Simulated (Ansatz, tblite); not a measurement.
**InH2(CCH) (C₂H₃In): spin states and exact exchange**

Is the singlet the ground state of InH2(CCH) (C₂H₃In)? Other spin states are computed and compared level by level.

Program: Ansatz 0.2.0, Gaussian basis. Level of theory: as each input shows. These are calculated values, not measurements.

The runs, in order: triplet, at the geometry of the singlet (GFN1-xTB, GFN2-xTB, PBE0-D4/def2-TZVP, PBE-D4/def2-TZVP, r2SCAN-D4/def2-TZVP); the singlet's energies come from earlier runs.

1 further run of the same task is left out (it didn't finish). Runs told in other sessions of the task aren't counted.

## 1. The structure

The singlet was relaxed beforehand with PBE-D4/def2-TZVP.

6 atoms, charge 0, spin multiplicity 1.

Bond lengths: In1–H2 1.724 Å, In1–H3 1.724 Å, In1–C4 2.108 Å, C4–C5 1.222 Å, C5–H6 1.073 Å. Angles: H2–In1–H3 126.5°, H2–In1–C4 116.7°, H3–In1–C4 116.8°, In1–C4–C5 179.6°, C4–C5–H6 179.7°.

Coordinates:

```mol
C2H3In
  3D, bonds by distance, orders not assigned

  6  5  0  0  0  0  0  0  0  0999 V2000
    0.6910    1.1961   -0.0013 In  0  0
    2.4116    1.0923    0.0339 H   0  0
   -0.2488    2.6408   -0.0414 H   0  0
   -0.3677   -0.6265    0.0041 C   0  0
   -0.9745   -1.6869    0.0034 C   0  0
   -1.5116   -2.6158    0.0013 H   0  0
  1  2  8  0
  1  3  8  0
  1  4  8  0
  4  5  8  0
  5  6  8  0
M  END
```

In takes a core potential in the def2 sets. No spin-orbit coupling is included.

## 2. Triplet at the fixed geometry, GFN1-xTB

Tight binding, by tblite at 300 K electronic temperature and without a spin-polarisation term:

```python
tblite.interface.Calculator('GFN1-xTB', numbers, positions, charge=0, uhf=2).singlepoint()
```

Energy -191.6417 eV; 0.003 s.

## 3. Triplet at the fixed geometry, GFN2-xTB

Tight binding, by tblite at 300 K electronic temperature and without a spin-polarisation term:

```python
tblite.interface.Calculator('GFN2-xTB', numbers, positions, charge=0, uhf=2).singlepoint()
```

Energy -182.7222 eV; 0.005 s.

## 4. Triplet at the fixed geometry, PBE0-D4/def2-TZVP

The input, in.yaml:

```yaml
crystal:
  periodic: [false, false, false]
  atoms:
    - {symbol: In, position_ang: [0.691044, 1.196121, -0.001318]}
    - {symbol: H, position_ang: [2.411567, 1.092347, 0.033867]}
    - {symbol: H, position_ang: [-0.248819, 2.640820, -0.041356]}
    - {symbol: C, position_ang: [-0.367693, -0.626533, 0.004119]}
    - {symbol: C, position_ang: [-0.974464, -1.686915, 0.003369]}
    - {symbol: H, position_ang: [-1.511645, -2.615840, 0.001329]}
basis:
  gaussian: {orbitals: def2-TZVP}
magnetization: {spin_polarized: true, initial_magnetization: 2}
hamiltonian: {xc: pbe0, dispersion: d4}
scf: {omitted_lower_state_checks: [starts]}
output: {orbitals: {seedname: orbitals}}
```

On the command line:

```bash
$ ansatz run in.yaml --threads 4 --pin off --events-out ev --progress --plain --max-ram 3916MiB
```

The program printed:

```text
Functional definition: PBE0
  name "PBE0"
  cite "Adamo & Barone, J. Chem. Phys. 110, 6158 (1999) doi:10.1063/1.478522"
  cite "Perdew, Burke & Ernzerhof, Phys. Rev. Lett. 77, 3865 (1996) doi:10.1103/PhysRevLett.77.3865"
  parent pbe
  parameter a = 0.25
  parameter kappa = 0.804
  parameter beta = 0.06672455060314922
  exchange = (1 - a)*pbe_x(kappa = kappa, mu = beta*pi^2/3) + a*exact_x
  correlation = pbe_c(beta = beta)
these checks for a lower state are left out or cut short: starts
973 factors; their error is unknown
mean field evaluation 1: about -7271.4068 eV, gradient 4.9e1 eV
mean field evaluation 2: about -7106.7754 eV, gradient 1.3e2 eV
mean field evaluation 4: about -7286.3686 eV, gradient 1.4e1 eV
mean field evaluation 8: about -7287.6774 eV, gradient 2.8e-1 eV
mean field evaluation 16: about -7287.7282 eV, gradient 5.1e-3 eV
mean field -7287.72821487 eV, -267.8190720968 hartree, gradient 1.2e-5 eV, S^2 2.014429; 0 other end points of the search recorded, 0 dependent functions left out
reference -7287.72825892 eV, -267.8190737158 hartree; 19, 17 occupied and 111, 113 virtual orbitals, 973 factors
Total energy: -7287.80879948 eV, -267.8220335268 hartree
Checks for a lower state left out: starts
```

Wall time 4.2 s (4 threads of Arm Neoverse V1, shared host).

HOMO -3.74 eV, LUMO -6.54 eV (over both spins; with the spin held, an empty level of the minority spin lies below the top filled one); ⟨S²⟩ 2.014 (pure: 2.00).

## 5. Triplet at the fixed geometry, PBE-D4/def2-TZVP

start.molden holds the orbitals of an earlier run on this state, given as this run's starting guess.

in.yaml, as its differences from that of step 4:

```diff
@@ -10,5 +10,5 @@
 basis:
-  gaussian: {orbitals: def2-TZVP}
+  gaussian: {orbitals: def2-TZVP, initial_orbitals: start.molden}
 magnetization: {spin_polarized: true, initial_magnetization: 2}
-hamiltonian: {xc: pbe0, dispersion: d4}
+hamiltonian: {xc: pbe, dispersion: d4}
 scf: {omitted_lower_state_checks: [starts]}
```

The command is unchanged.

The program printed:

```text
Functional definition: PBE
  name "PBE"
  cite "Perdew, Burke & Ernzerhof, Phys. Rev. Lett. 77, 3865 (1996) doi:10.1103/PhysRevLett.77.3865"
  parent pbe
  parameter kappa = 0.804
  parameter beta = 0.06672455060314922
  exchange = pbe_x(kappa = kappa, mu = beta*pi^2/3)
  correlation = pbe_c(beta = beta)
these checks for a lower state are left out or cut short: starts
880 factors; their error is unknown
mean field evaluation 1: about -7287.8596 eV, gradient 4.7e0 eV
mean field evaluation 2: about -7287.9461 eV, gradient 1.2e-1 eV
mean field evaluation 4: about -7287.9356 eV, gradient 3.9e-3 eV
mean field evaluation 8: about -7287.9356 eV, gradient 7.2e-5 eV
mean field -7287.93560702 eV, -267.8266936177 hartree, gradient 4.8e-6 eV, S^2 2.005567; 0 other end points of the search recorded, 0 dependent functions left out
reference -7287.93566608 eV, -267.8266957883 hartree; 19, 17 occupied and 111, 113 virtual orbitals, 880 factors
Total energy: -7288.03077975 eV, -267.8301911512 hartree
Checks for a lower state left out: starts
```

Wall time 1.9 s (4 threads of Arm Neoverse V1, shared host).

From the report: HOMO -3.09 eV, LUMO -7.07 eV (over both spins; with the spin held, an empty level of the minority spin lies below the top filled one); ⟨S²⟩ 2.006 (pure: 2.00).

## 6. Triplet at the fixed geometry, r2SCAN-D4/def2-TZVP

in.yaml, as its differences from that of step 5:

```diff
@@ -12,3 +12,3 @@
 magnetization: {spin_polarized: true, initial_magnetization: 2}
-hamiltonian: {xc: pbe, dispersion: d4}
+hamiltonian: {xc: r2scan, dispersion: d4}
 scf: {omitted_lower_state_checks: [starts]}
```

Same command.

The program printed:

```text
Functional definition: r2SCAN
  name "r2SCAN"
  cite "Furness, Kaplan, Ning, Perdew & Sun, J. Phys. Chem. Lett. 11, 8208 (2020) doi:10.1021/acs.jpclett.0c02405"
  cite "Furness, Kaplan, Ning, Perdew & Sun, J. Phys. Chem. Lett. 11, 9248 (2020) doi:10.1021/acs.jpclett.0c03077"
  parent r2scan
  parameter k0 = 0.174
  parameter k1 = 0.065
  parameter a1 = 4.9479
  exchange = r2scan_x(k0 = k0, k1 = k1, a1 = a1)
  correlation = r2scan_c
these checks for a lower state are left out or cut short: starts
880 factors; their error is unknown
mean field evaluation 1: about -7291.3274 eV, gradient 3.1e0 eV
mean field evaluation 2: about -7291.3610 eV, gradient 4.1e-2 eV
mean field evaluation 4: about -7291.3524 eV, gradient 6.7e-4 eV
mean field evaluation 8: about -7291.3524 eV, gradient 7.0e-5 eV
mean field -7291.35242320 eV, -267.9522592963 hartree, gradient 3.5e-6 eV, S^2 2.014121; 0 other end points of the search recorded, 0 dependent functions left out
reference -7291.35245051 eV, -267.9522602999 hartree; 19, 17 occupied and 111, 113 virtual orbitals, 880 factors
Total energy: -7291.37407224 eV, -267.9530548838 hartree
Checks for a lower state left out: starts
```

It took 3.7 s on 4 threads of Arm Neoverse V1, shared host.

Report: HOMO -3.29 eV, LUMO -7.03 eV (over both spins; with the spin held, an empty level of the minority spin lies below the top filled one); ⟨S²⟩ 2.014 (pure: 2.00).

## 7. Triplet less singlet, vertical

The singlet's energies are those of its earlier runs, whose logs aren't repeated here.

| level | triplet less singlet, vertical (kJ/mol) | time |
| --- | --- | --- |
| GFN1-xTB | +597.4 | 0.006 s |
| GFN2-xTB | +461.9 | 0.007 s |
| PBE-D4/def2-TZVP | +378.5 | 2.7 s |
| r2SCAN-D4/def2-TZVP | +383.6 | 5.4 s |
| PBE0-D4/def2-TZVP | +412.2 | 5.5 s |

Times add the two runs; a level without a time comes out of a correlated run. Tight binding without a spin term can't rank spin states.

## 8. Summary of results

```
                                                quantity                                       value
triplet less singlet, vertical, functionals in def2-TZVP  +378.5 (PBE-D4) to +412.2 kJ/mol (PBE0-D4)
```

**Reading.** All functionals put the triplet above the singlet, over a spread of 33.7 kJ/mol. The checks for a lower triplet were left out, so another state of that spin may lie lower. These are electronic energies, without zero-point motion, entropy or surroundings.
